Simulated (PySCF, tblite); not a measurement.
# C3H10S2Si: geometry, infrared bands and NMR shifts

Wanted: the infrared bands and NMR shifts of C3H10S2Si (`CC[Si@@H](S)SC`), by calculation.

The runs use tblite 0.8.0 and PySCF 2.14.0, with density-fitted response routines of our own; the level of theory stands in each step. All values are computed, except where a source is named. Atoms are numbered from 0 throughout.

### 1 The starting structure

16 atoms, charge 0, multiplicity 1; geometry from: force field or distance geometry start.

Bonds of the start (Å): C0–C1 1.51, C1–Si2 1.84, Si2–S3 2.17, Si2–S4 2.10, S4–C5 1.79, C0–H6 1.11, C0–H7 1.12, C0–H8 1.12, C1–H9 1.11, C1–H10 1.12, Si2–H11 1.48, S3–H12 1.39, C5–H13 1.10, C5–H14 1.11, C5–H15 1.13.

### 2 Geometry optimisation with GFN2-xTB

The job: settings as JSON, then the geometry in Å.

```
{"job": {"kind": "relax", "xc": "GFN2-xTB", "basis": "xTB"}, "charge": 0, "multiplicity": 1}
C     -2.022100    -0.970500    -0.267100
C     -1.098300    -0.213400     0.661800
Si    -0.047000     0.980700    -0.260300
S     -0.597600     2.977000     0.381400
S      2.028100     0.797300     0.008800
C      2.599100    -0.835500     0.476000
H     -1.550800    -1.116000    -1.265700
H     -2.955700    -0.378200    -0.448800
H     -2.367200    -1.935500     0.183900
H     -0.546200    -0.904900     1.332900
H     -1.772800     0.374900     1.335400
H     -0.419600     0.891100    -1.685500
H      0.357100     3.834100    -0.162500
H      1.972400    -1.339700     1.222700
H      2.810500    -1.467700    -0.411800
H      3.602600    -0.684500     0.970400
```

Launch:

```console
OMP_NUM_THREADS=1 python probes_run.py task.json out
```

The driver reads the jobs from task.json and runs them one after another.

**Question.** This job is followed by: GFN2-xTB harmonic vibrations, gas phase; GIAO PBE0/pcSseg-1 NMR shielding, non-relativistic, gas phase. What will the session give for the following? strongest single infrared mode (GFN2-xTB); zero-point energy (GFN2-xTB); 13C shifts against TMS (PBE0/pcSseg-1); 1H shifts against TMS (PBE0/pcSseg-1, means over atoms taken as alike); 29Si shifts against TMS (PBE0/pcSseg-1); 33S shifts against CS2 (PBE0/pcSseg-1); surface potential, 1st and 99th percentile.

As calculated:

| quantity | value |
| --- | --- |
| strongest single infrared mode (GFN2-xTB) | 2253 cm⁻¹, 203 km/mol |
| zero-point energy (GFN2-xTB) | 76.1 kcal/mol |
| 13C shifts against TMS (PBE0/pcSseg-1) | 14.7, 13.0, 8.3 ppm |
| 1H shifts against TMS (PBE0/pcSseg-1, means over atoms taken as alike) | 5.50, 2.00, 1.16, 1.13, 0.80, 0.30 ppm |
| 29Si shifts against TMS (PBE0/pcSseg-1) | 13.5 ppm |
| 33S shifts against CS2 (PBE0/pcSseg-1) | -174, -254 ppm |
| surface potential, 1st and 99th percentile | -0.95 V and 1.13 V |

In words: The optimisation took 173 steps and gained 0.628 eV; among the close pairs (by a distance rule), S3–H12 changed most, from 1.394 to 1.322 Å. No mode is imaginary among the 42: a minimum at this level. The strongest single mode, at 2253 cm⁻¹, moves mainly H11. GFN2-xTB is a fitted tight-binding method: band positions and strengths are rough. Its intensities can rank the bands wrongly. At PBE0/pcSseg-1: The largest span, 272 ppm, is at S4, where the paramagnetic term is -381 ppm.
